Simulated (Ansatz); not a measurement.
**BiPt: stress in a strained cell**

BiPt is deformed so: equal xx and yy strain of -2 %. What stress and forces result, by LAPW, PAW and all-electron datasets made for the crystal?

Computed with Ansatz 0.2.0 (DFT LDA, scalar-relativistic, unless a step's input says otherwise).

**1. The starting structure**

It takes space group P6_3/mmc (No. 194, hexagonal). The conventional cell has a = 4.315 Å, b = 4.315 Å, c = 5.490 Å, α = 90.00°, β = 90.00°, γ = 120.00°. Bi (site symmetry -6m2) has 6 Pt at 2.84 Å in its first shell of neighbours. Pt (site symmetry -3m) has 2 Pt at 2.75 Å and 6 Bi at 2.84 Å in its first shell of neighbours.

As a file:

```cif
data_structure
_symmetry_space_group_name_H-M 'P 1'
_symmetry_Int_Tables_number 1
_cell_length_a 4.3150
_cell_length_b 4.3150
_cell_length_c 5.4900
_cell_angle_alpha 90.000
_cell_angle_beta 90.000
_cell_angle_gamma 120.000
_cell_volume 88.52
loop_
_atom_site_label
_atom_site_type_symbol
_atom_site_fract_x
_atom_site_fract_y
_atom_site_fract_z
_atom_site_occupancy
Bi1 Bi 0.33333 0.66667 0.25000 1
Bi2 Bi 0.66667 0.33333 0.75000 1
Pt1 Pt 0.00000 0.00000 0.00000 1
Pt2 Pt 0.00000 0.00000 0.50000 1
```

Atoms are numbered in the order of the input: Bi1, Bi2, Pt3, Pt4.

**2. After the deformation**

Space group P6_3/mmc before, P6_3/mmc after.

**3. All-electron LAPW**

input.yaml reads:

```yaml
crystal:
  lattice:
    - [4.2287001624, 0.0, 0.0]
    - [-2.1143500812, 3.6621617656, 0.0]
    - [0.0, 0.0, 5.49]
  atoms:
    - { symbol: Bi, position: [0.3333333333, 0.6666666667, 0.25] }
    - { symbol: Bi, position: [0.6666666667, 0.3333333333, 0.75] }
    - { symbol: Pt, position: [0.0, 0.0, 0.0] }
    - { symbol: Pt, position: [0.0, 0.0, 0.5] }
kpoints:
  mp_grid: { grid: [9, 9, 6] }
  band_path:
    path:
      - [0.0, 0.0, 0.0]
      - [0.5, 0.0, 0.0]
      - [0.3333333333, 0.3333333333, 0.0]
      - [0.0, 0.0, 0.0]
      - [0.0, 0.0, 0.5]
      - [0.5, 0.0, 0.5]
      - [0.3333333333, 0.3333333333, 0.5]
      - [0.0, 0.0, 0.5]
      - [0.5, 0.0, 0.5]
    npoints: 5
scf:
  occupations: { method: fermi_dirac, width: 0.05 }
hamiltonian:
  xc: lda
  pseudopotentials: { kind: all_electron, lapw: { basis_error: 0.0005 } }
output:
  forces: true
  stress: true
  eigenvalues: true
```

Run with:

```bash
$ ansatz run input.yaml --threads 1 --pin off --max-ram 4096MiB --backend cpu --events-out ev --progress --plain --runs-dir out
```

**4. PAW on the default files**

input.yaml reads:

```yaml
crystal:
  lattice:
    - [4.2287001624, 0.0, 0.0]
    - [-2.1143500812, 3.6621617656, 0.0]
    - [0.0, 0.0, 5.49]
  atoms:
    - { symbol: Bi, position: [0.3333333333, 0.6666666667, 0.25] }
    - { symbol: Bi, position: [0.6666666667, 0.3333333333, 0.75] }
    - { symbol: Pt, position: [0.0, 0.0, 0.0] }
    - { symbol: Pt, position: [0.0, 0.0, 0.5] }
kpoints:
  mp_grid: { grid: [9, 9, 6] }
scf:
  occupations: { method: fermi_dirac, width: 0.05 }
hamiltonian:
  xc: lda
  pseudopotentials: { kind: paw }
output:
  forces: true
  stress: true
  eigenvalues: true
  efg: { contact_densities: true }
```

**5. All-electron PAW on datasets made for the crystal**

input.yaml: that of step 4 with these lines changed.

```diff
@@ -16,3 +16,3 @@
   xc: lda
-  pseudopotentials: { kind: paw }
+  pseudopotentials: { kind: all_electron, datasets: crystal }
 output:
```

(Steps that only read results are left out.)

Before running it: what results should come out? Wanted: pressure; largest shear or deviatoric stress.

As calculated:

| quantity | value |
| --- | --- |
| pressure | LAPW 5.47, PAW 5.45, crystal datasets 5.47 GPa |
| largest shear or deviatoric stress (LAPW) | 1.91 GPa |

The largest part of the stress beyond the pressure is 1.91 GPa in size, in the zz component; the atoms are carried along and not relaxed. No run of the undeformed cell stands beside it, so pressure and stress hold what the given cell had before the change, as far as its symmetry allows. PAW: stress within 0.03 GPa of LAPW. Crystal datasets: stress within 0.01 GPa of LAPW. Spin-orbit coupling is left out, though the cell holds Bi; in elements this heavy it can shift bands and gaps by tenths of an eV.
